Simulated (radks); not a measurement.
# Sc inside a hard spherical wall

One table from this session's results is given with a row withheld; the runs are named, their logs left out.

Program: radks (a radial shooting solver on a logarithmic mesh, Libxc functionals) version 1. Level of theory: scalar-relativistic Kohn-Sham, PBEsol, spin-polarised, spherical densities, point nucleus; open shells are filled with parallel spins first. These are calculated values, not measurements, unless marked.

**The atom as given**

```
element       : scandium (Z = 21)
charge        : 0
electrons     : 21
configuration : [Ar] 3d1 4s2
```

The outer shells:

Sc
```
[Ar] core
3d [↑ ][  ][  ][  ][  ]
4s [↑↓]
```

The first run:

Settings of this run:

```text
Z 21
configuration [Ar] 3d1 4s2 4p0 5s0 4d0
relativity scalar-relativistic
functional pbe_sol,pbe_sol
spin polarised
nucleus point
c 137.035999084
```

Steps of the session up to this table: The free atom; Wall at 10 bohr; Wall at 8 bohr; Wall at 7 bohr; Wall at 6 bohr; Wall at 5 bohr; Wall at 3.5 bohr.

One table of the session follows, with a row left open; its other results are not shown here.

```
R (bohr)  E − E(free) (eV)  ε(4p, empty) (eV)  ε(5s, empty) (eV)  ε(4d, empty) (eV)  pressure (GPa)
    free             0.000             -1.511                  -                  -               0
      10                 ?                  ?                  ?                  ?               ?
       8             0.285             -0.743              5.226              4.068           0.385
       7             0.776              0.040              8.489              5.868            1.36
       6             2.105              1.663             14.439              9.043            5.04
       5             5.820              5.225             26.117             15.018            20.8
     3.5            31.223             23.151             76.584             38.741             275
```

Q: Estimate the row for R (bohr) = 10 from the others.

The run gave: E − E(free) (eV): 0.037; ε(4p, empty) (eV): -1.322; ε(5s, empty) (eV): 2.187; ε(4d, empty) (eV): 2.304; pressure (GPa): 0.0331.

In words: Eigenvalues are for spin up. At the tightest wall, 3.5 bohr, the energy stands 31.223 eV above the free atom and the pressure, −dE/dV, is 275 GPa. From R = 5 bohr inwards the highest occupied level lies above zero, pushed up by confinement. Shells are not refilled when levels cross, and a hard wall is a model, not a crystal.
